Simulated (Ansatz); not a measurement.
# CH₈GeSSi: one species, many methods

One table from this session's results is given with a row withheld; the runs are named, their logs left out.

Method: functionals in def2-TZVPP, the program's frozen cores in correlated methods; program: Ansatz 0.2.0, Gaussian basis.

The runs, in order: PBE-D4, r2SCAN-D4, PBE0-D4, B3LYP-D4, ωB97X-V, ωB97M-V, B2PLYP; CCSD(T)/def2-TZVPP; MP2/def2-QZVPP; extrapolation to the limit.

## Structure used throughout

An earlier PBE0-D4 in a triple-zeta def2 set relaxation fixed the geometry.

12 atoms, charge 0, spin multiplicity 1.

Atoms are counted from 1 here; the program's logs count them from 0.

Bond lengths: Si1–Ge2 2.381 Å, Si1–H5 1.487 Å, Si1–H6 1.488 Å, Si1–H7 1.484 Å, Ge2–C3 1.969 Å, Ge2–H8 1.543 Å, Ge2–H9 1.544 Å, C3–S4 1.808 Å, C3–H10 1.091 Å, C3–H11 1.092 Å, S4–H12 1.343 Å. Angles: Ge2–Si1–H5 109.1°, Ge2–Si1–H6 109.9°, Ge2–Si1–H7 111.1°, H5–Si1–H6 108.7°, H5–Si1–H7 109.4°, H6–Si1–H7 108.6°, Si1–Ge2–C3 108.4°, Si1–Ge2–H8 110.9°, Si1–Ge2–H9 112.3°, C3–Ge2–H8 107.3°, C3–Ge2–H9 110.0°, H8–Ge2–H9 107.9°, Ge2–C3–S4 111.6°, Ge2–C3–H10 112.0°, Ge2–C3–H11 108.6°, S4–C3–H10 111.1°, S4–C3–H11 105.3°, H10–C3–H11 107.8° and more.

As a file:

```
Si   -1.3068    1.3800   -0.4185
Ge    0.0709    0.0844    1.0280
C     1.4422   -0.8150   -0.0618
S     0.7082   -1.7006   -1.4567
H    -0.4503    2.0527   -1.4312
H    -2.0258    2.4210    0.3650
H    -2.3086    0.5289   -1.1081
H    -0.7514   -1.0167    1.7296
H     0.7432    0.9434    2.1204
H     2.0707   -1.4756    0.5365
H     2.0862   -0.0554   -0.5087
H    -0.2016   -2.4021   -0.7604
```

Set-up of the first run:

File in.yaml:

```yaml
crystal:
  periodic: [false, false, false]
  atoms:
    - {symbol: Si, position_ang: [-1.306817, 1.380008, -0.418503]}
    - {symbol: Ge, position_ang: [0.070923, 0.084362, 1.028008]}
    - {symbol: C, position_ang: [1.442182, -0.814993, -0.061786]}
    - {symbol: S, position_ang: [0.708232, -1.700580, -1.456662]}
    - {symbol: H, position_ang: [-0.450346, 2.052703, -1.431229]}
    - {symbol: H, position_ang: [-2.025786, 2.420963, 0.364957]}
    - {symbol: H, position_ang: [-2.308569, 0.528887, -1.108100]}
    - {symbol: H, position_ang: [-0.751447, -1.016686, 1.729645]}
    - {symbol: H, position_ang: [0.743240, 0.943407, 2.120387]}
    - {symbol: H, position_ang: [2.070747, -1.475563, 0.536463]}
    - {symbol: H, position_ang: [2.086241, -0.055435, -0.508737]}
    - {symbol: H, position_ang: [-0.201600, -2.402074, -0.760443]}
basis:
  gaussian: {orbitals: def2-TZVPP}
hamiltonian: {xc: pbe, dispersion: d4}
output: {forces: true, orbitals: {seedname: orbitals}}
```

Launch:

```sh
ansatz run in.yaml --threads 4 --pin off --events-out ev --progress --plain --max-ram 10444MiB
```

Among the steps run: PBE-D4 (GGA); r2SCAN-D4 (meta-GGA); PBE0-D4 (hybrid); B3LYP-D4 (hybrid); ωB97X-V (range-separated); ωB97M-V (range-separated); B2PLYP (double hybrid); CCSD(T) in def2-TZVPP; MP2 in def2-QZVPP.

One table of the session follows, with a row left open; its other results are not shown here.

```
            method  atomisation energy (kJ/mol)
            PBE-D4                       3630.6
         r2SCAN-D4                       3638.6
           PBE0-D4                       3610.9
          B3LYP-D4                       3620.2
           ωB97X-V                            ?
           ωB97M-V                       3633.4
            B2PLYP                       3572.7
     HF/def2-TZVPP                       2679.5
    MP2/def2-TZVPP                       3543.6
   CCSD/def2-TZVPP                       3519.6
CCSD(T)/def2-TZVPP                       3562.8
           MP2/CBS                       3627.0
       CCSD(T)/CBS                       3646.2
```

**Question.** Estimate the row for ωB97X-V.

The run gave: atomisation energy (kJ/mol): 3663.2. In the column «atomisation energy (kJ/mol)» it is the highest.

Caveats from the session: Free atoms (1 Si, 1 Ge, 1 C, 1 S, 8 H) were run apart at each level; the atomisation energy is their sum less the molecule, without zero-point or spin-orbit terms.
